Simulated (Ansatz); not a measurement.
# ZrGeSe: the cost of one run

Program: Ansatz 0.2.0. Level of theory: DFT r2SCAN, scalar-relativistic, plane waves, PAW. These are calculated values, not measurements.

2 further runs of the same task are left out: 2 set aside as unsound or not needed.

### 1 The starting structure

It takes space group P4/nmm (No. 129, tetragonal). Conventional cell: a = 3.718 Å, b = 3.718 Å, c = 8.378 Å, α = 90.00°, β = 90.00°, γ = 90.00°. Around Zr (site symmetry 4mm) lie 5 Se at 2.80 to 3.03 Å and 4 Ge at 2.87 Å. Around Ge (site symmetry -4m2) lie 4 Ge at 2.63 Å and 4 Zr at 2.87 Å. Se (site symmetry 4mm) has 5 Zr at 2.80 to 3.03 Å as nearest neighbours.

As a file:

```
CELL_PARAMETERS angstrom
3.71767 0.00000 0.00000
0.00000 3.71767 0.00000
0.00000 0.00000 8.37841
ATOMIC_POSITIONS crystal
Zr 0.00000 0.50000 0.26068
Zr 0.50000 0.00000 0.73932
Ge 0.00000 0.00000 0.00000
Ge 0.50000 0.50000 0.00000
Se 0.00000 0.50000 0.62292
Se 0.50000 0.00000 0.37708
```

This cell was relaxed beforehand with the same method: volume 19.30 Å³/atom, gap on the mesh none (metal).

### 2 Point at V/V0 = 0.97

Contents of input.yaml:

```yaml
crystal:
  lattice:
    - [3.6801182423, 0.0, 0.0]
    - [0.0, 3.6801182423, 0.0]
    - [0.0, 0.0, 8.293776908]
  atoms:
    - { symbol: Zr, position: [0.0, 0.5, 0.2606814738] }
    - { symbol: Zr, position: [0.5, 0.0, 0.7393185262] }
    - { symbol: Ge, position: [0.0, 0.0, 0.0] }
    - { symbol: Ge, position: [0.5, 0.5, 0.0] }
    - { symbol: Se, position: [0.0, 0.5, 0.6229182965] }
    - { symbol: Se, position: [0.5, 0.0, 0.3770817035] }
basis:
  ecutwfc: 500
kpoints:
  mp_grid: { grid: [10, 10, 4] }
hamiltonian:
  xc: r2scan
scf:
  occupations: { method: gaussian, width: 0.1 }
output:
  forces: true
  stress: true
  eigenvalues: true
relax:
  adjacent_minimum: "off"
  f_tol: 0.01
  max_steps: 30
  cell: { stress_tol: 0.1, fix: [volume] }
```

Command:

```sh
> ansatz run input.yaml --threads 2 --pin off --max-ram 5120MiB --backend cpu --events-out ev --progress --plain --runs-dir out
```

Q: Estimate wall time and peak memory on 2 threads of Arm Neoverse V2, shared host.

About 1.9 min, with a peak of 0.83 GiB.
